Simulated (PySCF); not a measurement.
# [La(H2O)5]3+: forces at shaken geometries

Aim: move all atoms of relaxed [La(H2O)5]3+ at random and read energies and forces. The structure is generated, not taken from experiment.

Method: PBE, La lcecp-1-SVP with ECP46, O def2-SVP, H def2-SVP; scalar-relativistic core potentials, no spin–orbit coupling; program: PySCF 2.14.0.

3 further runs of the same task are left out: 1 for a known fault of the program, 2 that didn't finish.

## (1) The system as given

16 atoms, charge 3, spin multiplicity 1.

Bond lengths: La1–O2 2.490 Å, La1–O5 2.490 Å, La1–O8 2.454 Å, La1–O11 2.480 Å, La1–O14 2.480 Å, O2–H3 0.989 Å, O2–H4 0.989 Å, O5–H6 0.989 Å, O5–H7 0.989 Å, O8–H9 0.990 Å, O8–H10 0.990 Å, O11–H12 0.990 Å, O11–H13 0.990 Å, O14–H15 0.990 Å, O14–H16 0.990 Å. Angles: O2–La1–O5 158.2°, O2–La1–O8 100.9°, O2–La1–O11 86.0°, O2–La1–O14 85.9°, O5–La1–O8 100.9°, O5–La1–O11 85.9°, O5–La1–O14 86.0°, O8–La1–O11 111.7°, O8–La1–O14 111.7°, O11–La1–O14 136.5°, La1–O2–H3 128.2°, La1–O2–H4 128.7°, H3–O2–H4 103.1°, La1–O5–H6 128.2°, La1–O5–H7 128.7°, H6–O5–H7 103.1°, La1–O8–H9 128.3°, La1–O8–H10 128.3° and more.

Geometry (Å):

| atom | x (Å) | y (Å) | z (Å) |
| --- | --- | --- | --- |
| La1 | 0.00216 | 0.00000 | 0.00000 |
| O2 | -0.46786 | -0.04544 | 2.44489 |
| H3 | -0.55221 | 0.71892 | 3.06612 |
| H4 | -0.63892 | -0.82629 | 3.02679 |
| O5 | -0.46786 | 0.04544 | -2.44489 |
| H6 | -0.55221 | -0.71892 | -3.06612 |
| H7 | -0.63892 | 0.82629 | -3.02679 |
| O8 | 2.45592 | 0.00000 | 0.00000 |
| H9 | 3.07010 | 0.00140 | 0.77660 |
| H10 | 3.07010 | -0.00140 | -0.77660 |
| O11 | -0.91640 | 2.30315 | 0.04086 |
| H12 | -0.42350 | 3.16150 | 0.02372 |
| H13 | -1.86376 | 2.58660 | 0.08167 |
| O14 | -0.91640 | -2.30315 | -0.04086 |
| H15 | -1.86376 | -2.58660 | -0.08167 |
| H16 | -0.42350 | -3.16150 | -0.02372 |

Formal oxidation states: La +3. The 4f shell is empty and lies in the core potential. An earlier session relaxed this geometry at PBE, La lcecp-1-SVP with ECP46, O def2-SVP, H def2-SVP (singlet, point group C2).

Its energy there is -412.174621 Eh.

## (2) Atoms moved at random, σ = 0.06 Å

run.py (the lines that set the calculation) reads:

```python
mol = gto.M(atom='''
La    -0.08750    -0.00866     0.11460
O     -0.42606    -0.05635     2.34373
H     -0.56685     0.64896     3.11373
H     -0.62499    -0.73365     3.03723
O     -0.44395    -0.03116    -2.35832
H     -0.55864    -0.64638    -3.07116
H     -0.53579     0.83455    -3.08171
O      2.37327     0.03949    -0.02064
H      2.96210     0.09162     0.77711
H      3.14199    -0.10366    -0.79468
O     -0.85455     2.34141     0.09799
H     -0.43512     3.10142     0.05686
H     -2.00347     2.56225     0.06784
O     -0.95118    -2.29273    -0.02157
H     -1.85824    -2.65511    -0.22714
H     -0.25805    -3.09200    -0.03386''',
    basis={'La': 'lcecp-1-SVP', 'O': 'def2-SVP', 'H': 'def2-SVP'},
    ecp={'La': 'lcecp-1-SVP'},
    charge=3, spin=0)
mf = dft.RKS(mol, xc='PBE')
mf.grids.atom_grid = (50, 194)  # f atoms: unpruned, at least (60, 302)
mf = mf.density_fit()  # fitting sets: La AutoAux, O def2-universal-JKFIT, H def2-universal-JKFIT
mf.conv_tol = 1e-08; mf.max_cycle = 55
mf.kernel(dm0)  # dm0: the density of the relaxed state
```

The run is started by

```console
OMP_NUM_THREADS=4 python run.py
```

Standard output:

```text
init E= -411.733920131787
  HOMO = -0.839770817946119  LUMO = -0.598241691382532  gap/eV = 6.57234
cycle= 1 E= -412.073465179519  delta_E= -0.34  |g|= 0.281  |ddm|= 0.644
  HOMO = -0.703147475072724  LUMO = -0.521102702554169  gap/eV = 4.95369
cycle= 2 E= -412.036330900641  delta_E= 0.0371  |g|= 0.529  |ddm|= 0.522
  HOMO = -0.750384090821235  LUMO = -0.526428525783168  gap/eV = 6.09414
cycle= 3 E= -412.088691585273  delta_E= -0.0524  |g|= 0.0547  |ddm|= 0.354
  HOMO = -0.748106865464891  LUMO = -0.529385231557732  gap/eV = 5.95172
cycle= 4 E= -412.089269122787  delta_E= -0.000578  |g|= 0.0136  |ddm|= 0.0506
  HOMO = -0.749139851930591  LUMO = -0.529228811568209  gap/eV = 5.98408
cycle= 5 E= -412.089300021431  delta_E= -3.09e-05  |g|= 0.00502  |ddm|= 0.0111
  HOMO = -0.748984461918636  LUMO = -0.529216799047331  gap/eV = 5.98018
cycle= 6 E= -412.089304855958  delta_E= -4.83e-06  |g|= 0.000729  |ddm|= 0.00388
  HOMO = -0.749077259826009  LUMO = -0.529269695262938  gap/eV = 5.98127
cycle= 7 E= -412.089304973991  delta_E= -1.18e-07  |g|= 0.000216  |ddm|= 0.000844
  HOMO = -0.749062853198101  LUMO = -0.529268672143824  gap/eV = 5.98090
cycle= 8 E= -412.089304981548  delta_E= -7.56e-09  |g|= 8.88e-05  |ddm|= 0.000181
  HOMO = -0.749084048551113  LUMO = -0.529267118659326  gap/eV = 5.98152
Extra cycle  E= -412.089304977014  delta_E= 4.53e-09  |g|= 0.000179  |ddm|= 0.000171
converged SCF energy = -412.089304977014
```

Wall time 6.2 s (4 threads of Intel Xeon 6975P-C (Granite Rapids), shared host).

Read off: E = -412.089305 Eh (+2.322 eV from the relaxed state), HOMO -20.38 eV, LUMO -14.40 eV, Mulliken charge on La1 +1.46 e, largest force component 8.407 eV/Å. The large-core potential holds the 4f shell empty.

| atom | Fx | Fy | Fz (eV/Å) |
| --- | --- | --- | --- |
| La1 | 0.701 | 0.282 | -2.357 |
| O2 | -0.965 | 1.490 | 4.812 |
| H3 | 0.516 | -0.137 | -2.039 |
| H4 | 0.074 | -1.407 | -0.539 |
| O5 | -0.220 | 4.621 | -1.870 |
| H6 | -0.209 | -2.186 | -1.040 |
| H7 | 0.401 | -2.370 | 2.913 |
| O8 | 2.549 | -0.570 | -1.948 |
| H9 | -0.115 | 0.064 | -0.041 |
| H10 | -2.537 | 0.474 | 2.134 |
| O11 | -8.407 | -7.055 | 0.258 |
| H12 | 3.642 | 7.424 | -0.384 |
| H13 | 4.589 | -0.331 | 0.114 |
| O14 | 1.521 | -1.587 | -0.137 |
| H15 | 0.542 | -0.214 | 0.141 |
| H16 | -2.083 | 1.501 | -0.016 |

## (3) Atoms moved at random, σ = 0.15 Å

run.py (the lines that set the calculation) reads:

```python
mol = gto.M(atom='''
La    -0.05197    -0.19176    -0.06633
O     -0.55903     0.03313     2.34009
H     -0.30870     0.89953     2.90707
H     -0.61883    -1.01303     3.04020
O     -0.52106    -0.24704    -2.36743
H     -0.53245    -0.57404    -3.15725
H     -0.73858     0.83784    -3.07633
O      2.38283     0.09157     0.20461
H      3.33075     0.08259     0.80831
H      3.21913    -0.05631    -0.69851
O     -1.14750     2.24534     0.30597
H     -0.35386     3.20102    -0.16892
H     -1.78844     2.50657    -0.13137
O     -0.80369    -2.28055    -0.18314
H     -2.00894    -2.39957     0.01175
H     -0.62668    -3.13529     0.23128''',
    basis={'La': 'lcecp-1-SVP', 'O': 'def2-SVP', 'H': 'def2-SVP'},
    ecp={'La': 'lcecp-1-SVP'},
    charge=3, spin=0)
mf = dft.RKS(mol, xc='PBE')
mf.grids.atom_grid = (50, 194)  # f atoms: unpruned, at least (60, 302)
mf = mf.density_fit()  # fitting sets: La AutoAux, O def2-universal-JKFIT, H def2-universal-JKFIT
mf.conv_tol = 1e-08; mf.max_cycle = 55
mf.kernel(dm0)  # dm0: the density of the relaxed state
```

The run is started by

```console
OMP_NUM_THREADS=4 python run.py
```

Standard output:

```text
init E= -410.196138363068
  HOMO = -1.05933522183407  LUMO = -0.812778271526792  gap/eV = 6.70916
cycle= 1 E= -411.630458617307  delta_E= -1.43  |g|= 1.04  |ddm|= 1.55
  HOMO = -0.562090419471151  LUMO = -0.511028865749903  gap/eV = 1.38946
cycle= 2 E= -410.243941757512  delta_E= 1.39  |g|= 2.72  |ddm|= 2.56
  HOMO = -0.742814638633074  LUMO = -0.533662235289365  gap/eV = 5.69133
cycle= 3 E= -411.838683558916  delta_E= -1.59  |g|= 0.25  |ddm|= 2.06
  HOMO = -0.721709295255968  LUMO = -0.548627203644279  gap/eV = 4.70980
cycle= 4 E= -411.845111754146  delta_E= -0.00643  |g|= 0.208  |ddm|= 0.33
  HOMO = -0.735227223038005  LUMO = -0.548766233229378  gap/eV = 5.07386
cycle= 5 E= -411.85337709558  delta_E= -0.00827  |g|= 0.0332  |ddm|= 0.148
  HOMO = -0.731899162090509  LUMO = -0.548099709850017  gap/eV = 5.00144
cycle= 6 E= -411.853595578667  delta_E= -0.000218  |g|= 0.0131  |ddm|= 0.0361
  HOMO = -0.732724689683424  LUMO = -0.548029954389885  gap/eV = 5.02580
cycle= 7 E= -411.853625812211  delta_E= -3.02e-05  |g|= 0.00467  |ddm|= 0.00964
  HOMO = -0.73307450976272  LUMO = -0.548073525103418  gap/eV = 5.03413
cycle= 8 E= -411.85363017822  delta_E= -4.37e-06  |g|= 0.00111  |ddm|= 0.0037
  HOMO = -0.733175801108739  LUMO = -0.548067029814251  gap/eV = 5.03707
cycle= 9 E= -411.853630392526  delta_E= -2.14e-07  |g|= 0.000643  |ddm|= 0.00122
  HOMO = -0.73318400819781  LUMO = -0.548056125828282  gap/eV = 5.03759
cycle= 10 E= -411.853630471897  delta_E= -7.94e-08  |g|= 9.79e-05  |ddm|= 0.000427
  HOMO = -0.733188677355462  LUMO = -0.548061113290191  gap/eV = 5.03758
cycle= 11 E= -411.853630474324  delta_E= -2.43e-09  |g|= 1.33e-05  |ddm|= 0.000114
  HOMO = -0.733185971726236  LUMO = -0.548061707238764  gap/eV = 5.03749
Extra cycle  E= -411.853630474245  delta_E= 7.91e-11  |g|= 2.45e-05  |ddm|= 3.43e-05
converged SCF energy = -411.853630474245
```

Wall time 7.2 s (4 threads of Intel Xeon 6975P-C (Granite Rapids), shared host).

It gives: E = -411.853630 Eh (+8.735 eV from the relaxed state), HOMO -19.95 eV, LUMO -14.91 eV, Mulliken charge on La1 +1.42 e, largest force component 15.038 eV/Å. The large-core potential holds the 4f shell empty.

| atom | Fx | Fy | Fz (eV/Å) |
| --- | --- | --- | --- |
| La1 | 1.267 | 2.995 | 1.312 |
| O2 | 0.646 | -2.509 | 3.015 |
| H3 | -0.888 | -2.542 | -0.752 |
| H4 | 0.272 | 4.892 | -2.170 |
| O5 | -0.925 | 9.051 | 4.357 |
| H6 | 0.056 | -5.623 | -8.588 |
| H7 | 0.672 | -3.219 | 3.168 |
| O8 | 7.184 | -0.889 | -2.060 |
| H9 | -3.689 | 0.211 | -0.768 |
| H10 | -3.754 | 0.575 | 2.632 |
| O11 | 15.038 | -1.236 | 4.511 |
| H12 | -3.012 | -3.593 | 2.266 |
| H13 | -11.724 | 4.420 | -7.065 |
| O14 | -6.334 | -1.634 | 1.207 |
| H15 | 4.240 | 0.501 | -1.202 |
| H16 | 0.949 | -1.400 | 0.135 |

## (4) Atoms moved at random, σ = 0.06 Å

run.py (the lines that set the calculation) reads:

```python
mol = gto.M(atom='''
La    -0.02638     0.04556    -0.11917
O     -0.49107     0.01963     2.40297
H     -0.60774     0.68063     3.10425
H     -0.67527    -0.87506     2.98509
O     -0.41504     0.09551    -2.46171
H     -0.58698    -0.73870    -3.11165
H     -0.61330     0.85103    -3.04981
O      2.55302    -0.05181    -0.05952
H      3.16433     0.04091     0.79555
H      3.05390    -0.03840    -0.70452
O     -0.89372     2.36462     0.01676
H     -0.55163     3.18959     0.18149
H     -1.85533     2.51044     0.03213
O     -0.92997    -2.31495    -0.01577
H     -1.86457    -2.58935    -0.04165
H     -0.38725    -3.18964     0.04556''',
    basis={'La': 'lcecp-1-SVP', 'O': 'def2-SVP', 'H': 'def2-SVP'},
    ecp={'La': 'lcecp-1-SVP'},
    charge=3, spin=0)
mf = dft.RKS(mol, xc='PBE')
mf.grids.atom_grid = (50, 194)  # f atoms: unpruned, at least (60, 302)
mf = mf.density_fit()  # fitting sets: La AutoAux, O def2-universal-JKFIT, H def2-universal-JKFIT
mf.conv_tol = 1e-08; mf.max_cycle = 55
mf.kernel(dm0)  # dm0: the density of the relaxed state
```

The run is started by

```console
OMP_NUM_THREADS=4 python run.py
```

Standard output:

```text
init E= -412.054382384086
  HOMO = -0.76355349455933  LUMO = -0.560736030089654  gap/eV = 5.51894
cycle= 1 E= -412.103144808931  delta_E= -0.0488  |g|= 0.157  |ddm|= 0.519
  HOMO = -0.714919860429049  LUMO = -0.546324386124621  gap/eV = 4.58772
cycle= 2 E= -412.093402337393  delta_E= 0.00974  |g|= 0.277  |ddm|= 0.308
  HOMO = -0.75171264337111  LUMO = -0.546447882473271  gap/eV = 5.58554
cycle= 3 E= -412.108046826723  delta_E= -0.0146  |g|= 0.0399  |ddm|= 0.199
  HOMO = -0.748688091181042  LUMO = -0.546893741457406  gap/eV = 5.49110
cycle= 4 E= -412.108334979048  delta_E= -0.000288  |g|= 0.00785  |ddm|= 0.0311
  HOMO = -0.749575156523121  LUMO = -0.546975994668103  gap/eV = 5.51300
cycle= 5 E= -412.108345290404  delta_E= -1.03e-05  |g|= 0.00317  |ddm|= 0.0069
  HOMO = -0.749428791769638  LUMO = -0.547016676265571  gap/eV = 5.50791
cycle= 6 E= -412.108347158173  delta_E= -1.87e-06  |g|= 0.000561  |ddm|= 0.00248
  HOMO = -0.749475112024352  LUMO = -0.546999111022243  gap/eV = 5.50965
cycle= 7 E= -412.108347227906  delta_E= -6.97e-08  |g|= 0.000182  |ddm|= 0.000626
  HOMO = -0.749474317302546  LUMO = -0.546999247534983  gap/eV = 5.50963
cycle= 8 E= -412.108347233876  delta_E= -5.97e-09  |g|= 3.52e-05  |ddm|= 0.000137
  HOMO = -0.749476958165016  LUMO = -0.547000978545941  gap/eV = 5.50965
Extra cycle  E= -412.108347233355  delta_E= 5.22e-10  |g|= 6.38e-05  |ddm|= 6.56e-05
converged SCF energy = -412.108347233355
```

Wall time 6.6 s (4 threads of Intel Xeon 6975P-C (Granite Rapids), shared host).

It gives: E = -412.108347 Eh (+1.803 eV from the relaxed state), HOMO -20.39 eV, LUMO -14.88 eV, Mulliken charge on La1 +1.52 e, largest force component 13.419 eV/Å. The large-core potential holds the 4f shell empty.

| atom | Fx | Fy | Fz (eV/Å) |
| --- | --- | --- | --- |
| La1 | 0.814 | -0.281 | 1.225 |
| O2 | -0.459 | -3.328 | 0.923 |
| H3 | -0.034 | 0.830 | 0.414 |
| H4 | 0.557 | 2.444 | -1.754 |
| O5 | -0.648 | -2.599 | -1.883 |
| H6 | 0.498 | 2.082 | 1.558 |
| H7 | -0.036 | 0.519 | -0.411 |
| O8 | -8.285 | 0.146 | 13.419 |
| H9 | -1.331 | -0.276 | -2.071 |
| H10 | 8.990 | 0.183 | -11.359 |
| O11 | -1.450 | -4.558 | -0.780 |
| H12 | 2.077 | 4.355 | 0.802 |
| H13 | -0.780 | 0.213 | -0.035 |
| O14 | 1.665 | -0.662 | 0.053 |
| H15 | -0.556 | -0.382 | 0.007 |
| H16 | -1.023 | 1.315 | -0.108 |

## (5) Results

| σ (Å) | energy rise (eV) | harmonic estimate −½ F·u (eV) | largest force component (eV/Å) |
| --- | --- | --- | --- |
| 0.06 | 2.322 | 2.295 | 8.41 |
| 0.15 | 8.735 | 6.105 | 15.04 |
| 0.06 | 1.803 | 1.966 | 13.42 |

Every displacement raises the energy. For a harmonic well the rise equals −½ F·u; the two differ by at most 30 % here (a move with σ = 0.15 Å), from anharmonicity, the grid and the small forces left at the relaxed point. The largest moves cost over 1 eV, far outside the harmonic range, so agreement there can come from errors that cancel between squeezed and stretched bonds. These are double-zeta-type bases without diffuse functions. Spin–orbit coupling is left out. The core potential fixes the 4f count, so no charge can pass from the ligands into that shell.
